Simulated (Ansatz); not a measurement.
# GeS (germanium sulfide) at MP2/STO-3G

Aim: the electronic atomisation energy of GeS (germanium sulfide) at MP2/STO-3G, from 3 runs. 

The calculation is run with Ansatz 0.2.0.

58 further runs of the same task are left out: 29 that didn't finish, 29 set aside as unsound or not needed.

**1. The structure to begin with**

The species is GeS (2 atoms), meant as a singlet with charge 0. SMILES: `[S+]#[Ge-]`. Geometry: the measured bond length.

Bond lengths: S1–Ge2 2.012 Å.

**2. A single-point energy at MP2/STO-3G**

in.yaml

```yaml
crystal:
  periodic: [false, false, false]
  atoms:
    - {symbol: S, position_ang: [0.000000, 0.000000, 0.000000]}
    - {symbol: Ge, position_ang: [0.000000, 0.000000, 2.012086]}
basis:
  gaussian:
    orbitals: STO-3G
correlation:
  method: mp2
  frozen_orbitals: {Ge: 9, S: 5}
accuracy: high
```

The run is started by

```console
$ ansatz run in.yaml --threads 1 --pin off --max-ram 2610MiB --events-out events.jsonl --progress --plain --runs-dir runs
```

Standard output:

```text
Warning: RAYON_NUM_THREADS=1 ignored (pool sized by the plan → 1); use --threads N
Functional definition: HF
  name "HF"
  exchange = exact_x
  correlation = 0
374 factors; integrals over basis functions are off by at most 1.1e-8 eV
mean field evaluation 1: about -66526.9615 eV, gradient 2.1e1 eV
mean field evaluation 2: about -66526.9814 eV, gradient 2.1e1 eV
mean field evaluation 4: about -66529.3124 eV, gradient 1.3e0 eV
mean field evaluation 8: about -66529.3212 eV, gradient 1.5e-2 eV
mean field -66529.32124732 eV, -2444.9074606456 hartree, gradient 3.0e-8 eV, S^2 0.000000; 0 other end points of the search recorded, 0 dependent functions left out; unrestricted orbitals would lower it
mean field evaluation 16: about -66529.3531 eV, gradient 2.6e-1 eV
14 core orbitals not correlated: weight in the atoms' cores, before any rotation towards them, 1.000 or more for the frozen orbitals, at most 0.000 for the correlated occupied ones
reference -66529.32124732 eV, -2444.9074606456 hartree; 10, 10 occupied and 3, 3 virtual orbitals, 374 factors
second order -2.64977736 eV of doubles, -0.00000000 eV of singles
Total energy: -66531.97102469 eV, -2445.0048381676 hartree
```

Wall time 0.22 s (1 thread of Arm Neoverse V1, shared host).

**3. The Ge atom**

run.yaml

```yaml
crystal:
  periodic: [false, false, false]
  atoms:
    - {symbol: Ge, position_ang: [0.000000, 0.000000, 0.000000]}
basis:
  gaussian:
    orbitals: STO-3G
magnetization:
  spin_polarized: true
  initial_magnetization: 2
correlation:
  method: mp2
  frozen_orbitals: {Ge: 9}
accuracy: high
```

Run the same way, it converges to -2051.64382 Eh (log not shown).

**4. The S atom**

input.yaml

```yaml
crystal:
  periodic: [false, false, false]
  atoms:
    - {symbol: S, position_ang: [0.000000, 0.000000, 0.000000]}
basis:
  gaussian: {orbitals: STO-3G}
correlation: {method: mp2, frozen_orbitals: {S: 5}}
magnetization: {spin_polarized: true, initial_magnetization: 2}
accuracy: high
```

Run the same way, it converges to -393.13022 Eh (log not shown).

**5. What came out**

At MP2/STO-3G, 14 core orbitals frozen:

```
                                              quantity           value
                                molecule: total energy  -2445.00484 Eh
molecule: correlation energy (14 core orbitals frozen)       -97.4 mEh
                                 Ge atom: total energy  -2051.64382 Eh
  Ge atom: correlation energy (9 core orbitals frozen)        -7.6 mEh
            Ge atom: ⟨S²⟩ of the reference determinant           2.000
                                  S atom: total energy   -393.13022 Eh
   S atom: correlation energy (5 core orbitals frozen)         0.0 mEh
             S atom: ⟨S²⟩ of the reference determinant           2.000
                         electronic atomisation energy        6.280 eV
```

What this shows: Taking the molecule apart into free atoms costs 6.28 eV (606 kJ/mol), before zero-point energy and without spin-orbit coupling. In a minimal basis such a difference can be off by several eV, whatever the method. The restricted solution (molecule) is unstable to spin breaking: an unrestricted one lies lower.
